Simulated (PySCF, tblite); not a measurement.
**C₆H₁₁BF radical: geometry, infrared bands and EPR parameters**

Wanted: the infrared bands and EPR parameters of C₆H₁₁BF radical (`[CH2]CCB/C=C\CF`), by calculation.

Programs: tblite 0.8.0 and PySCF 2.14.0, with density-fitted response routines of our own. Each step states its level of theory. These are calculated values for one molecule in the gas phase, unless marked as measured. Atoms are numbered from 0 throughout.

## Step 1: The molecule as given

19 atoms, charge 0, multiplicity 2; geometry from: force field or distance geometry start.

Bonds of the start (Å): C0–C1 1.54, C1–C2 1.53, C2–B3 1.61, B3–C4 1.56, C4–C5 1.35, C5–C6 1.50, C6–F7 1.37, C0–H8 1.11, C0–H9 1.11, C1–H10 1.10, C1–H11 1.12, C2–H12 1.12, C2–H13 1.10, B3–H14 1.19, C4–H15 1.08, C5–H16 1.08, C6–H17 1.12, C6–H18 1.12.

## Step 2: Optimising the geometry with GFN2-xTB

Job settings and geometry (Å):

```
{"job": {"kind": "relax", "xc": "GFN2-xTB", "basis": "xTB"}, "charge": 0, "multiplicity": 2}
C      3.608900     0.022600     0.128800
C      2.122400    -0.197600    -0.190400
C      1.284800     0.016600     1.074900
B     -0.269900    -0.245100     0.771300
C     -1.082400     0.695300    -0.174600
C     -2.389800     0.548200    -0.475700
C     -3.244700    -0.548000     0.079300
F     -4.525500    -0.428200    -0.405600
H      4.221600    -0.209600    -0.763200
H      3.771500     1.079800     0.432900
H      1.814200     0.495000    -0.990000
H      1.995600    -1.249000    -0.541100
H      1.385400     1.066400     1.441800
H      1.612500    -0.671900     1.872800
H     -0.809300    -1.133700     1.344400
H     -0.545600     1.525000    -0.622500
H     -2.841600     1.267600    -1.147200
H     -2.838400    -1.545000    -0.216000
H     -3.279600    -0.479300     1.196700
```

On the command line:

```sh
OMP_NUM_THREADS=1 python probes_run.py task.json out
```

One launch serves the whole session: the jobs run in the order shown.

**Question.** This job is followed by: GFN2-xTB harmonic vibrations, gas phase; UKS B3LYP, pcH-1 on B C F H, non-relativistic, mean-field spin-orbit, GIAO. Predict these results of the whole session: strongest single infrared mode (GFN2-xTB); zero-point energy (GFN2-xTB); g(iso) (B3LYP); ⟨S²⟩; largest a(iso) (averaged by class); potential on the surface of density 0.002 e/bohr³, 1st and 99th percentile.

As calculated:

```
                                                                  quantity                  value
                                 strongest single infrared mode (GFN2-xTB)  2619 cm⁻¹, 131 km/mol
                                              zero-point energy (GFN2-xTB)          95.1 kcal/mol
                                                            g(iso) (B3LYP)                2.00253
                                                                      ⟨S²⟩     0.754 (exact 0.75)
                                        largest a(iso) (averaged by class)    13C on C0, 98.0 MHz
potential on the surface of density 0.002 e/bohr³, 1st and 99th percentile     -1.00 V and 0.98 V
```

**Reading.** Over 111 steps the energy fell by 0.561 eV; of the close pairs, C0–C1 changed most, 1.536 to 1.458 Å. No mode is imaginary among the 51: a minimum at this level. The strongest single mode, at 2619 cm⁻¹, moves mainly H14. Unscaled tight-binding wavenumbers are off by several per cent, some by more. Its intensities can rank the bands wrongly. Most of the unpaired spin sits on C0 (1.06 e). The isotropic g lies 0.2 ppt above the free-electron value. These values are for one conformer; the search (at its own cheap level) found 2 more, at 1.02, 1.05 kcal/mol, and measured spectra average over such forms.
